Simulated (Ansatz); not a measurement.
# GaBr₃: a ladder of functionals and wavefunction methods

An exercise on one series of results from a longer session: the logs are not shown, and one member is left open.

The runs use Ansatz 0.2.0, Gaussian basis; functionals in def2-TZVPP, the program's frozen cores in correlated methods.

Plan: LDA (SPW92), PBE-D4, revPBE-D4, BLYP-D4, r2SCAN-D4, B97M-V, PBE0-D4, B3LYP-D4, r2SCANh-D4, r2SCAN0-D4, HSE06-D4, BHLYP-D4, CAM-B3LYP-D4, LC-ωPBE, ωB97X-V, ωB97M-V, B2PLYP, PBE-QIDH; CCSD(T)/def2-SVP; CCSD(T)/def2-TZVPP; MP2/def2-QZVPP; extrapolation to the limit; RPA on PBE.

### Structure used throughout

All runs share one geometry, relaxed beforehand with PBE0-D4 in a triple-zeta def2 set.

SMILES `[Br][Ga]([Br])[Br]`, 4 atoms, charge 0, spin multiplicity 1.

Atoms are counted from 1 here; the program's logs count them from 0.

Bond lengths: Br1–Ga2 2.261 Å, Ga2–Br3 2.261 Å, Ga2–Br4 2.261 Å. Angles: Br1–Ga2–Br3 120.0°, Br1–Ga2–Br4 120.0°, Br3–Ga2–Br4 120.0°.

The first run:

in.yaml

```yaml
crystal:
  periodic: [false, false, false]
  atoms:
    - {symbol: Br, position_ang: [-0.066652, 0.548650, 2.183026]}
    - {symbol: Ga, position_ang: [0.013953, -0.015076, -0.005056]}
    - {symbol: Br, position_ang: [0.887098, -2.005237, -0.628407]}
    - {symbol: Br, position_ang: [-0.778798, 1.411364, -1.569863]}
basis:
  gaussian: {orbitals: def2-TZVPP}
hamiltonian: {xc: lda}
output: {orbitals: {seedname: orbitals}}
```

Steps of the session up to this table: LDA; PBE-D4 (GGA); revPBE-D4 (GGA); BLYP-D4 (GGA); r2SCAN-D4 (meta-GGA); B97M-V (meta-GGA); PBE0-D4 (hybrid); B3LYP-D4 (hybrid); r2SCANh-D4 (hybrid); r2SCAN0-D4 (hybrid); HSE06-D4 (hybrid); BHLYP-D4 (hybrid); CAM-B3LYP-D4 (range-separated); LC-ωPBE-D4 (range-separated; the results give it without D4); ωB97X-V (range-separated); ωB97M-V (range-separated); B2PLYP (double hybrid); PBE-QIDH (double hybrid).

One of the session's tables, all rows but one given; the rest of the session is left out.

It belongs to the step «Orbital energies across the functionals». 

```
  functional  HOMO (eV)  LUMO (eV)  gap (eV)
 LDA (SPW92)      -7.58      -3.42      4.16
      PBE-D4      -7.41      -3.09      4.31
   revPBE-D4      -7.35      -2.97      4.38
     BLYP-D4      -7.21      -3.04      4.18
   r2SCAN-D4      -7.76      -2.88      4.88
      B97M-V      -7.81      -2.81      5.00
     PBE0-D4      -8.71      -2.22      6.48
    B3LYP-D4          ?          ?         ?
  r2SCANh-D4      -8.23      -2.57      5.67
  r2SCAN0-D4      -8.94      -2.10      6.84
    HSE06-D4      -8.31      -2.59      5.72
    BHLYP-D4      -9.82      -1.32      8.50
CAM-B3LYP-D4     -10.02      -1.29      8.73
     LC-ωPBE     -11.45      -0.05     11.40
     ωB97X-V     -11.06      -0.17     10.89
     ωB97M-V     -10.91      -0.33     10.58
```

Q: Estimate the row for B3LYP-D4 from the others.

Worked estimate for «HOMO (eV)». Against the share of exact exchange, BLYP-D4 (0, -7.21), BHLYP-D4 (0.5, -9.82) give a slope of -5.22 per unit share; at 0.2 the line stands at -8.25.

As computed: HOMO (eV): -8.42; LUMO (eV): -2.53; gap (eV): 5.89. In «HOMO (eV)» the line misses by +0.17.
